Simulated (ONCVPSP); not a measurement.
**An ONCV potential for Fe, from input to tests**

Do these settings give a usable potential? It is generated, then checked for transferability, scattering, ghosts and hardness.

The numbers are computed with ONCVPSP 4.0.1.1 (patched build) (PBE, scalar-relativistic, spin-unpolarised reference atom).

## 1. Settings

The settings as typed:

- element: iron (Fe, Z = 26)
- type: optimised norm-conserving Vanderbilt (ONCV)
- frozen core: [Ne]
- valence charge: 16
- reference configuration: 3s2 3p6 3d6 4s2
- partial waves: 3s+4s: rc 1.35 bohr, ncon 4, nbas 7, qcut 11.5 1/bohr, 2 projectors; 3p: rc 1.05 bohr, ncon 5, nbas 8, qcut 10.4 1/bohr, 2 projectors, debl 1.7 Ha; 3d: rc 0.95 bohr, ncon 3, nbas 8, qcut 19.6 1/bohr, 3 projectors, debl 2.8 Ha
- local potential: polynomial inside 0.90 bohr (lpopt 4, dvloc0 0 Ha)
- core correction: Teter function, fcfact 2.25, rcfact 1.05

An earlier all-electron run gives the scale for the radii.

All-electron outer shells of the reference configuration (PBE, scalar-relativistic, ld1.x):

```csv
shell,level (eV),outermost node (bohr),outermost maximum (bohr)
2p,-698.45,–,0.18
3s,-94.02,0.33,0.70
3p,-60.04,0.30,0.72
3d,-7.50,–,0.71
4s,-5.29,1.00,2.41
4p,-1.33,1.10,3.33
```

## 2. Generation

The input, Fe.dat:

```
# ATOM AND REFERENCE CONFIGURATION
# atsym  z   nc   nv     iexc    psfile
  Fe 26.00    3    4        4      upf
#
#   n    l    f
    1    0    2.00
    2    0    2.00
    2    1    6.00
    3    0    2.00
    3    1    6.00
    3    2    6.00
    4    0    2.00
#
# PSEUDOPOTENTIAL AND OPTIMIZATION
# lmax
    2
#
#   l,   rc,      ep,       ncon, nbas, qcut
    0    1.35    0.00    4    7   11.50
    1    1.05    0.00    5    8   10.40
    2    0.95    0.00    3    8   19.60
#
# LOCAL POTENTIAL
# lloc, lpopt,  rc(5),   dvloc0
    4    4    0.90    0.00
#
# VANDERBILT-KLEINMAN-BYLANDER PROJECTORs
# l, nproj, debl
    0    2    1.60
    1    2    1.70
    2    3    2.80
#
# MODEL CORE CHARGE
# icmod, fcfact, rcfact
    3    2.25    1.05
#
# LOG DERIVATIVE ANALYSIS
# epsh1, epsh2, depsh
   -5.00    5.00    0.04
#
# OUTPUT GRID
# rlmax, drl
    6.00    0.01
#
# TEST CONFIGURATIONS
# ncnf
    4
# nvcnf
#   n    l    f
    4
    3    0    2.00
    3    1    6.00
    3    2    6.00
    4    0    1.00
#
    4
    3    0    2.00
    3    1    6.00
    3    2    6.00
    4    0    0.00
#
    4
    3    0    2.00
    3    1    6.00
    3    2    5.00
    4    0    0.00
#
    4
    3    0    2.00
    3    1    6.00
    3    2    4.00
    4    0    0.00
#
```

Started as:

```console
oncvpsp.x < Fe.dat > Fe.out
```

**Question.** What will these runs give? Wanted: cutoffs for 1 and 0.1 mHa per electron, occupied waves; bound ghosts; GHOST(+) flags; largest test error; largest phase difference near zero energy, channels read; rms error of d²Exc/dn², without and with the model core; projector energies reset by the program.

As calculated:

| quantity | value |
| --- | --- |
| cutoffs for 1 and 0.1 mHa per electron, occupied waves | 114 Ha and 134 Ha |
| bound ghosts | none found |
| GHOST(+) flags | none at low energy |
| largest test error (AE − PS) | -5.3 meV, for 3s2 3p6 3d5 4s0 |
| largest phase difference near zero energy, channels read | 0.000 rad |
| rms error of d²Exc/dn², without and with the model core | 1.72 and 1.42 mHa |
| projector energies reset by the program | p: -2.207, 0.250 Ha |

**Reading.** The worst unpolarised test, 3s2 3p6 3d5 4s0, is off by 5.3 meV on 59.2 eV; by total energies transferability rates as good. By its cutoff, 114 Ha for the looser tolerance, it is very hard. At the looser tolerance the 3d wave is the slowest; 3s needs 38 Ha. No bound ghost shows below the valence levels. Near zero energy the phases of the channels with partial waves agree within 0.001 rad. These are tests on the free atom; a crystal test is still owed.
